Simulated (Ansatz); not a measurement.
# C₃H₁₁InO: small, medium and large basis sets

How large a basis does C₃H₁₁InO need? Two functionals are run in growing sets.

Method: one geometry, several basis sets; program: Ansatz 0.2.0, Gaussian basis.

The runs, in order: PBE0-D4/def2-SVP; ωB97M-V/def2-SVP; PBE0-D4/def2-QZVPP; ωB97M-V/def2-QZVPP; the functionals' def2-TZVPP values are taken from earlier runs.

## (1) The relaxed structure

An earlier PBE0-D4 in a triple-zeta def2 set relaxation fixed the geometry. In takes the def2 core potential; no spin-orbit term is included.

SMILES `[CH3][In-]([CH3])([CH3])[OH2+]`, 16 atoms, charge 0, spin multiplicity 1.

Atoms are counted from 1 here; the program's logs count them from 0.

Bond lengths: C1–In2 2.176 Å, C1–H6 1.093 Å, C1–H7 1.093 Å, C1–H8 1.093 Å, In2–C3 2.176 Å, In2–C4 2.164 Å, In2–O5 2.484 Å, C3–H9 1.093 Å, C3–H10 1.093 Å, C3–H11 1.093 Å, C4–H12 1.092 Å, C4–H13 1.091 Å, C4–H14 1.093 Å, O5–H15 0.962 Å, O5–H16 0.962 Å. Angles: In2–C1–H6 111.3°, In2–C1–H7 111.7°, In2–C1–H8 110.3°, H6–C1–H7 108.8°, H6–C1–H8 107.2°, H7–C1–H8 107.4°, C1–In2–C3 118.5°, C1–In2–C4 120.0°, C1–In2–O5 91.1°, C3–In2–C4 120.2°, C3–In2–O5 91.1°, C4–In2–O5 99.3°, In2–C3–H9 111.7°, In2–C3–H10 110.3°, In2–C3–H11 111.3°, H9–C3–H10 107.4°, H9–C3–H11 108.8°, H10–C3–H11 107.2° and more.

Coordinates:

```
C    -1.2535    1.3987   -1.0870
In    0.0727   -0.1568   -0.3416
C     2.1404    0.3617    0.0930
C    -0.5281   -2.2324   -0.4511
O    -0.5937    0.3323    2.0008
H    -2.2896    1.2104   -0.7939
H    -0.9590    2.3872   -0.7259
H    -1.2278    1.4287   -2.1793
H     2.2397    1.4084    0.3911
H     2.7636    0.2135   -0.7926
H     2.5496   -0.2710    0.8849
H    -1.5856   -2.3426   -0.2036
H     0.0576   -2.8473    0.2346
H    -0.3783   -2.6187   -1.4625
H     0.1813    0.6362    2.4831
H    -1.2124    1.0691    1.9944
```

## (2) PBE0-D4 in def2-SVP

The input, in.yaml:

```yaml
crystal:
  periodic: [false, false, false]
  atoms:
    - {symbol: C, position_ang: [-1.253454, 1.398699, -1.087037]}
    - {symbol: In, position_ang: [0.072683, -0.156801, -0.341595]}
    - {symbol: C, position_ang: [2.140384, 0.361694, 0.093023]}
    - {symbol: C, position_ang: [-0.528053, -2.232359, -0.451083]}
    - {symbol: O, position_ang: [-0.593743, 0.332287, 2.000766]}
    - {symbol: H, position_ang: [-2.289596, 1.210359, -0.793922]}
    - {symbol: H, position_ang: [-0.958954, 2.387169, -0.725876]}
    - {symbol: H, position_ang: [-1.227837, 1.428651, -2.179345]}
    - {symbol: H, position_ang: [2.239724, 1.408367, 0.391144]}
    - {symbol: H, position_ang: [2.763621, 0.213508, -0.792608]}
    - {symbol: H, position_ang: [2.549600, -0.271034, 0.884934]}
    - {symbol: H, position_ang: [-1.585604, -2.342622, -0.203586]}
    - {symbol: H, position_ang: [0.057617, -2.847259, 0.234644]}
    - {symbol: H, position_ang: [-0.378344, -2.618700, -1.462492]}
    - {symbol: H, position_ang: [0.181267, 0.636234, 2.483112]}
    - {symbol: H, position_ang: [-1.212414, 1.069107, 1.994421]}
basis:
  gaussian: {orbitals: def2-SVP}
hamiltonian: {xc: pbe0, dispersion: d4}
output: {orbitals: {seedname: orbitals}}
```

Started as:

```sh
> ansatz run in.yaml --threads 4 --pin off --events-out ev --progress --plain --max-ram 11315MiB
```

Further steps of the session: ωB97M-V in def2-SVP; PBE0-D4 in def2-QZVPP; ωB97M-V in def2-QZVPP.

**Question.** What will the summary of the whole plan be? Wanted: PBE0-D4: double and triple zeta above quadruple; ωB97M-V: double and triple zeta above quadruple.

**Answer**, as computed:

| quantity | value |
| --- | --- |
| PBE0-D4: double and triple zeta above quadruple | 6.95, 0.37 eV |
| ωB97M-V: double and triple zeta above quadruple | 7.29, 0.37 eV |

In words: For PBE0-D4 the step from double to triple zeta gains 6.58 eV and the next only 0.37 eV. These are total energies; as a rule much of such shifts cancels in differences, which this series doesn't test. The LUMO of ωB97M-V is positive and keeps falling with the basis (1.78 to 0.55 eV): an unbound level that the basis holds in place.
